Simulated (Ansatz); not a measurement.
# BGeHF (quartet): from Hartree-Fock to the top rungs, cc-pVDZ

How much of the correlation energy of BGeHF (quartet) does each wave-function method recover here?

Method: cc-pVDZ, core rule «outside noble gas», up to 16 orbitals frozen; program: Ansatz 0.2.0, Gaussian basis.

Plan: UHF; CCSD(T) on ROHF; CCSD(T) on UHF; BCCD(T) on ROHF; CISD; CCSDT(Q) on ROHF; CCSDT(Q) on UHF.

22 further runs of the same task are left out: 8 that didn't finish, 14 set aside as unsound or not needed.

## 1. The system

The geometry is a PBE0/def2-TZVP stationary point (not a proven minimum) of the parent state, kept for this charge and spin. No spin-orbit coupling is included. The filled d shell of Ge may be among the frozen orbitals whatever the setting's name suggests; the logs give the count.

4 atoms, charge 0, spin multiplicity 4.

Atoms are counted from 1 here; the program's logs count them from 0.

Bond lengths: F1–B2 1.300 Å, B2–Ge3 1.934 Å, B2–H4 1.371 Å, Ge3–H4 1.864 Å. Angles: F1–B2–Ge3 176.3°, F1–B2–H4 117.6°, Ge3–B2–H4 66.2°, B2–Ge3–H4 42.3°, B2–H4–Ge3 71.6°.

As a file:

```xyz
4
BFGeH
F     0.0000   -0.3534    1.6002
B     0.0000   -0.2880    0.3018
Ge    0.0000   -0.3161   -1.6315
H     0.0000    0.9575   -0.2705
```

## 2. UHF

File in.yaml:

```yaml
crystal:
  periodic: [false, false, false]
  atoms:
    - {symbol: F, position_ang: [0.000012, -0.353366, 1.600203]}
    - {symbol: B, position_ang: [-0.000026, -0.288012, 0.301824]}
    - {symbol: Ge, position_ang: [0.000005, -0.316084, -1.631542]}
    - {symbol: H, position_ang: [0.000009, 0.957462, -0.270485]}
basis:
  gaussian: {orbitals: cc-pVDZ}
magnetization: {spin_polarized: true, initial_magnetization: 3}
hamiltonian: {xc: hf}
output: {orbitals: {seedname: orbitals}}
```

Run with:

```
ansatz run in.yaml --threads 1 --pin off --events-out ev --progress --plain --max-ram 2393MiB
```

After this run come: CCSD(T) on ROHF; CCSD(T) on UHF; BCCD(T) on ROHF; CISD; CCSDT(Q) on ROHF; CCSDT(Q) on UHF.

Q: Predict the results of all the runs planned. Wanted: UCCSDT(Q) below the RHF energy; RMP2 from UCCSDT(Q); UMP2 from UCCSDT(Q); RCCSD from UCCSDT(Q); RCCSD(T) from UCCSDT(Q); UCCSD(T) from UCCSDT(Q); RCCSDT(Q) from UCCSDT(Q); T1 diagnostic.

**Answer**, as computed:

| quantity | value |
| --- | --- |
| UCCSDT(Q) below the RHF energy | -9.8607 eV |
| RMP2 from UCCSDT(Q) | +95.6 kJ/mol |
| UMP2 from UCCSDT(Q) | +97.5 kJ/mol |
| RCCSD from UCCSDT(Q) | +32.0 kJ/mol |
| RCCSD(T) from UCCSDT(Q) | +6.5 kJ/mol |
| UCCSD(T) from UCCSDT(Q) | +5.6 kJ/mol |
| RCCSDT(Q) from UCCSDT(Q) | +1.3 kJ/mol |
| levels within 1 kcal/mol (43 meV) | RCCSDT, UCCSDT, RCCSDT(Q) |
| T1 diagnostic | 0.022 |

**Reading.** RCCSD(T) lands +6.5 kJ/mol from the yardstick (0.7 % of the correlation energy). These misses are within one basis, not against nature; the frozen cores of restricted and unrestricted runs differ, which can shift their rows.
